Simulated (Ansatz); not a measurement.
TePd₃, space group I4/mmm: a test of the smearing width, run with Ansatz 0.2.0 through its Python package.

Input file `tepd3.extxyz`:
```text
4
Lattice="-2.29868091 2.29868091 3.26769851 2.29868091 -2.29868091 3.26769851 2.29868091 2.29868091 -3.26769851" Properties=species:S:1:pos:R:3 pbc="T T T"
Te    0.00000000    0.00000000    0.00000000
Pd    0.00000000    2.29868091    1.63384925
Pd    2.29868091    0.00000000    1.63384925
Pd    0.00000000    0.00000000    3.26769851
```

The script, `smear_tepd3.py`:
```python
import warnings

import ansatz as az
from tabulate import tabulate


def main() -> None:
    warnings.simplefilter("ignore", az.DeckWarning)

    structure = az.Crystal.from_extxyz("tepd3.extxyz")

    setup = (
        structure.calculation()
        .functional("r2scan")
        .pseudopotentials("paw")
        .basis(750)
        .accuracy("medium")
        .kpoints(mesh=(6, 6, 6), center="monkhorst-pack")
        .mixing("anderson", ndim=12, beta=0.6)
        .stress()
    )

    rows = []
    for value in [0.25, 0.15, 0.1, 0.05, 0.025]:
        data = setup.occupations("gaussian", width=value).run(threads=1).report
        rows.append((value, data["free_energy_ev"] / len(data["lattice"]["sites"]), data["n_iterations"], sum(data["stress_gpa"][i][i] for i in range(3)) / 3, data["n_kpoints"]))

    print(tabulate(rows, headers=["width (eV)", "F/atom (eV)", "iterations", "P (GPa)", "k-points"], floatfmt=".4f", tablefmt="plain"))

    for row in rows[:-1]:
        shift = 1000 * (row[1] - rows[-1][1])
        print(f"{row[0]}: {shift:+.2f} meV/atom" + ("  (within 5 meV)" if abs(shift) < 5 else ""))


if __name__ == "__main__":
    main()
```

How much does the free energy per atom change between the narrowest and the widest smearing, and why?

Going from 0.025 to 0.25 eV changes F by -7.1 meV an atom. With this scheme F falls roughly as the square of the width; the report's estimate for zero width (energy_sigma0_ev) moves by only +0.4 meV. The pressure moves from -3.59 to -3.48 GPa.

The run itself:

`python smear_tepd3.py` gives:
```text
  width (eV)    F/atom (eV)    iterations    P (GPa)    k-points
      0.2500     -6988.2417             9    -3.4837          28
      0.1500     -6988.2369             9    -3.5309          28
      0.1000     -6988.2355             9    -3.5633          28
      0.0500     -6988.2348             9    -3.5848          28
      0.0250     -6988.2346             9    -3.5856          28
0.25: -7.06 meV/atom
0.15: -2.32 meV/atom  (within 5 meV)
0.1: -0.94 meV/atom  (within 5 meV)
0.05: -0.21 meV/atom  (within 5 meV)
```

The mesh is modest for a metal, so energies can be off by several to tens of meV an atom and pressures by half a GPa or more; differences at equal mesh fare better. Within a few hundredths of an angstrom the cell has the higher group Fm-3m; the lower one is a small distortion. The free energy holds a sizeable smearing term, which stands for no physical temperature. The narrowest width needs the finest mesh, so the last row is no converged reference. Pressure is positive in compression. The structure comes from a database of computed cells and needn't be a stable or known phase. Run time: 2.1 min on 1 thread of Arm Neoverse V1, on a shared host, peak memory 0.9 GiB.
